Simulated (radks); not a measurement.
**Polarisabilities and dispersion coefficients of Ar, K⁺, Ca²⁺ and others**

Aim: static dipole polarisabilities and C6 coefficients, each species in its NIST ground configuration. After each ground state the linear response is solved; its values go to the run's result record, not to the log. Response by self-consistent Sternheimer equations with the Hartree and adiabatic LDA kernel, the relativistic mass of each level held fixed and spin-orbit coupling left out.

The numbers are computed with radks (a radial shooting solver on a logarithmic mesh, Libxc functionals) version 1 (scalar-relativistic Kohn-Sham, LB94 model potential, spin-polarised, spherical densities, finite nucleus), except any that are marked as measured or tabulated.

### Step 1. The system

```
species : Ar ([Ar]), K⁺ ([Ar]), Ca²⁺ ([Ar]), Sc³⁺ ([Ar]), Ti⁴⁺ ([Ar]), V⁵⁺ ([Ar]), Cr⁶⁺ ([Ar]), Mn⁷⁺ ([Ar]), Fe⁸⁺ ([Ar])
```

LB94 adds a gradient term to the LDA potential that gives it a −1/r tail. It is a model potential with no energy functional, so Etot and Exc are not given.

### Step 2. Ar, [Ar]

Settings of this run:

```text
Z 18
configuration [Ar]
relativity scalar-relativistic
functional lda,pw
model_potential LB94
spin polarised
nucleus finite rms 3.4274 fm
c 137.035999084
response adiabatic LDA kernel
```

### Step 3. K⁺, [Ar]

Settings of this run:

```text
Z 19
configuration [Ar]
relativity scalar-relativistic
functional lda,pw
model_potential LB94
spin polarised
nucleus finite rms 3.4349 fm
c 137.035999084
response adiabatic LDA kernel
```

### Step 4. Ca²⁺, [Ar]

Settings of this run:

```text
Z 20
configuration [Ar]
relativity scalar-relativistic
functional lda,pw
model_potential LB94
spin polarised
nucleus finite rms 3.4776 fm
c 137.035999084
response adiabatic LDA kernel
```

### Step 5. Sc³⁺, [Ar]

Settings of this run:

```text
Z 21
configuration [Ar]
relativity scalar-relativistic
functional lda,pw
model_potential LB94
spin polarised
nucleus finite rms 3.5459 fm
c 137.035999084
response adiabatic LDA kernel
```

### Step 6. Ti⁴⁺, [Ar]

Settings of this run:

```text
Z 22
configuration [Ar]
relativity scalar-relativistic
functional lda,pw
model_potential LB94
spin polarised
nucleus finite rms 3.5921 fm
c 137.035999084
response adiabatic LDA kernel
```

### Step 7. V⁵⁺, [Ar]

Settings of this run:

```text
Z 23
configuration [Ar]
relativity scalar-relativistic
functional lda,pw
model_potential LB94
spin polarised
nucleus finite rms 3.6002 fm
c 137.035999084
response adiabatic LDA kernel
```

### Step 8. Cr⁶⁺, [Ar]

Settings of this run:

```text
Z 24
configuration [Ar]
relativity scalar-relativistic
functional lda,pw
model_potential LB94
spin polarised
nucleus finite rms 3.6452 fm
c 137.035999084
response adiabatic LDA kernel
```

### Step 9. Mn⁷⁺, [Ar]

Settings of this run:

```text
Z 25
configuration [Ar]
relativity scalar-relativistic
functional lda,pw
model_potential LB94
spin polarised
nucleus finite rms 3.7057 fm
c 137.035999084
response adiabatic LDA kernel
```

### Step 10. Fe⁸⁺, [Ar]

Settings of this run:

```text
Z 26
configuration [Ar]
relativity scalar-relativistic
functional lda,pw
model_potential LB94
spin polarised
nucleus finite rms 3.7377 fm
c 137.035999084
response adiabatic LDA kernel
```

**Question.** What will these runs give? Wanted: for each run, species; −ε(HOMO); α; α uncoupled; C6; C8; recommended α.

As calculated:

```csv
species,−ε(HOMO) (eV),α (bohr³),α uncoupled (bohr³),C6 (hartree bohr⁶),C8 (hartree bohr⁸),recommended α (bohr³)
Ar,15.736,11.45,17.38,67.03,1729,11.083
K⁺,31.329,5.741,8.918,24.79,430.8,-
Ca²⁺,50.372,3.392,5.338,11.34,145.4,-
Sc³⁺,72.729,2.204,3.496,5.894,58.66,-
Ti⁴⁺,98.323,1.525,2.432,3.345,26.71,-
V⁵⁺,127.11,1.105,1.766,2.025,13.29,-
Cr⁶⁺,159.05,0.8285,1.327,1.288,7.082,-
Mn⁷⁺,194.13,0.6384,1.023,0.8528,3.985,-
Fe⁸⁺,232.33,0.5029,0.8055,0.5834,2.346,-
```

Uncoupled leaves out the potential induced by the response; C6 and C8 are for like pairs. Ar is the most polarisable and Fe⁸⁺ the least, a factor 22.8 apart. For the pair Ar–Fe⁸⁺ the Casimir-Polder integral gives C6 = 4.961, the rule 2·Ca·Cb/(Ca·αb/αa + Cb·αa/αb) on the like-pair values 4.819. Against the recommended values (Schwerdtfeger and Nagle, 2023 table) the misses are Ar +3 %. C8 is given only where no p, d or f shell is open.
